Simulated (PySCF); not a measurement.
**LaOCl: singlet, from a linear start**

Aim: relax LaOCl as a singlet from a linear start, check by its vibrations whether the end is a minimum, and collect its spectrum and constants.

Method: PBE0, basis La def2-TZVP with ECP46, O def2-TZVP, Cl def2-TZVP, scalar-relativistic core potentials, no spin–orbit coupling, density fitting; program: PySCF 2.14.0.

## 1. The system as given

3 atoms, charge 0, spin multiplicity 1.

Bond lengths: La1–O2 1.960 Å, La1–Cl3 2.790 Å. Angles: O2–La1–Cl3 180.0°.

```xyz
3
charge 0 multiplicity 1
La    0.0000    0.0000   -0.3487
O     0.0000    0.0000   -2.3087
Cl    0.0000    0.0000    2.4413
```

## 2. Relaxing the singlet from the linear start

One driver script runs all steps and calls PySCF; scf.py shows how it sets up the SCF of each step. The optimiser is the driver's own. Before each start the driver seeks the lowest SCF state from one or more starting densities and follows internal instabilities, so scf.py alone need not reach the same state.

The program finds C∞v symmetry in the start, which this walk keeps.

scf.py

```python
from pyscf import gto, scf, dft
mol = gto.M(atom='''
La     0.000000     0.000000    -0.348728
O      0.000000     0.000000    -2.308728
Cl     0.000000     0.000000     2.441272''',
    basis={'La': 'def2-TZVP', 'O': 'def2-TZVP', 'Cl': 'def2-TZVP'},
    ecp={'La': 'def2-TZVP'},
    charge=0, spin=0)
mf = dft.RKS(mol, xc='PBE0')
mf.grids.atom_grid = (50, 194)
aux = {'La': 'def2-universal-JKFIT', 'O': 'def2-universal-JKFIT', 'Cl': 'def2-universal-JKFIT'}
mf = mf.density_fit(auxbasis=aux)
mf.kernel()
```

The runs that follow: Hessian and properties; Downhill along the imaginary mode; Hessian and properties.

**Question.** What will these runs give? Wanted: minimum; geometry; wavenumbers; dipole moment; highest occupied, lowest empty level; polar-tensor charge of La1; zero-point energy.

As calculated:

| quantity | value |
| --- | --- |
| minimum | singlet, Cs |
| geometry | La–Cl 2.666 Å, La–O 1.914 Å; Cl–La–O 113.1° |
| wavenumbers (cm⁻¹) | 128 (a'), 298 (a'), 807 (a') |
| dipole moment | 8.03 D |
| highest occupied, lowest empty level | -6.93, -2.12 eV |
| polar-tensor charge of La1 | +1.86 e |
| zero-point energy | 7.4 kJ/mol |
| entropy at 298.15 K | 303.2 J/(mol K) |

What this shows: From C∞v at the start the molecule goes to a Cs minimum, after a stop at a second-order saddle point 59.5 kJ/mol higher, from which it was pushed off along an imaginary mode. The strongest infrared band lies at 807 cm⁻¹ (a', stretch). With 8.0 D the molecule is strongly polar. Only this shape and spin were tried, so other structures or states may lie lower. Spin–orbit coupling is left out.
